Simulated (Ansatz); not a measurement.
**GeN (quartet): wave-function methods side by side at distance Ge1–N2 = 2.721 Å, cc-pVDZ**

How much of the correlation energy of GeN (quartet) does each wave-function method recover here?

Method: cc-pVDZ, core rule «outside noble gas», up to 15 orbitals frozen; program: Ansatz 0.2.0, Gaussian basis.

Plan: UHF; CCSD(T) on ROHF; CCSD(T) on UHF; BCCD(T) on ROHF; CISD as a restricted active space (open shells left free, so some higher excitations enter); CCSDT(Q) on ROHF; CCSDT(Q) on UHF; CISDTQ; CCSDTQ on ROHF; CCSDTQ on UHF; CASSCF and MRCISD+Q, 5 electrons in 5 orbitals; CASSCF and NEVPT2, 5 electrons in 5 orbitals; CASSCF and MRCISD+Q, 9 electrons in 8 orbitals; CASSCF and NEVPT2, 9 electrons in 8 orbitals; Full CI.

2 further runs of the same task are left out: 1 for a known fault of the program, 1 that didn't finish. Runs told in other sessions of the task aren't counted.

### Step 1. What is computed

The geometry derives from a PBE0/def2-TZVP stationary point (not a proven minimum). One bond is set to the value named and the two fragments are kept rigid. No spin-orbit coupling is included. The filled d shell of Ge may be among the frozen orbitals whatever the setting's name suggests.

2 atoms, charge 0, spin multiplicity 4.

Atoms are counted from 1 here; the program's logs count them from 0.

No contacts short enough for the rule that draws bonds.

### Step 2. UHF

Input file in.yaml:

```yaml
crystal:
  periodic: [false, false, false]
  atoms:
    - {symbol: Ge, position_ang: [0.000000, 0.000000, 0.000000]}
    - {symbol: N, position_ang: [0.000000, 0.000000, 2.721000]}
basis:
  gaussian: {orbitals: cc-pVDZ}
magnetization: {spin_polarized: true, initial_magnetization: 3}
hamiltonian: {xc: hf}
output: {orbitals: {seedname: orbitals}}
```

Run with:

```console
$ ansatz run in.yaml --threads 1 --pin off --events-out ev --progress --plain --max-ram 2880MiB --backend cpu
```

After this run come: CCSD(T) on ROHF; CCSD(T) on UHF; BCCD(T) on ROHF; CISD as a restricted active space (open shells left free, so some higher excitations enter); CCSDT(Q) on ROHF; CCSDT(Q) on UHF; CISDTQ; CCSDTQ on ROHF; CCSDTQ on UHF; CASSCF and MRCISD+Q, 5 electrons in 5 orbitals; CASSCF and NEVPT2, 5 electrons in 5 orbitals; CASSCF and MRCISD+Q, 9 electrons in 8 orbitals; CASSCF and NEVPT2, 9 electrons in 8 orbitals; Full CI.

**Question.** What will the summary of the whole plan be? Wanted: FCI from the RHF energy; RMP2 from FCI; UMP2 from FCI; RCCSD from FCI; RCCSD(T) from FCI; UCCSD(T) from FCI; RCCSDT(Q) from FCI; UCCSDT(Q) from FCI; NEVPT2 pair from FCI.

The runs gave:

```
                         quantity                                                                  value
          FCI from the ROHF energy                                                             -5.9956 eV
                    RMP2 from FCI                                                        +38.22 kcal/mol
                    UMP2 from FCI                                                        +34.93 kcal/mol
                   RCCSD from FCI                                                         +9.81 kcal/mol
                RCCSD(T) from FCI                                                         +3.28 kcal/mol
                UCCSD(T) from FCI                                                         +4.74 kcal/mol
               RCCSDT(Q) from FCI                                                         -0.09 kcal/mol
               UCCSDT(Q) from FCI                                                         -0.03 kcal/mol
             NEVPT2 pair from FCI                                                        +21.15 kcal/mol
           MRCISD+Q pair from FCI                                                         -0.36 kcal/mol
levels within 1 kcal/mol (43 meV)  RCCSDT, UCCSDT, RCCSDT(Q), UCCSDT(Q), RCCSDTQ, UCCSDTQ, MRCISD+Q pair
                    T1 diagnostic                                                                  0.068
   effectively unpaired electrons                                                                   3.78
```

In words: RCCSD(T) lands +3.28 kcal/mol from the yardstick (2.4 % of the correlation energy). CCSD(T) misses by +3.28 kcal/mol on the restricted determinant and by +4.74 kcal/mol on the unrestricted one; the two need not hold the same state or core. RCCSDT(Q), MRCISD+Q pair fall below full CI, which methods that aren't variational can do. The occupations show static correlation (3.78 effectively unpaired electrons where one determinant has 3). Of the multireference levels listed MRCISD+Q pair comes nearest in total energy (-0.36 kcal/mol), which doesn't show that its space is the better one. Coupled cluster took another determinant than the lowest Hartree-Fock one. These misses are within one basis, not against nature; the frozen cores of restricted and unrestricted runs differ, which can shift their rows.

Levels on UHF freeze UHF's core orbitals, full CI those of ROHF, so the U rows can settle a little off it for that reason alone.

With open shells the CI space here admits some higher excitations, so it is larger than plain CISD.
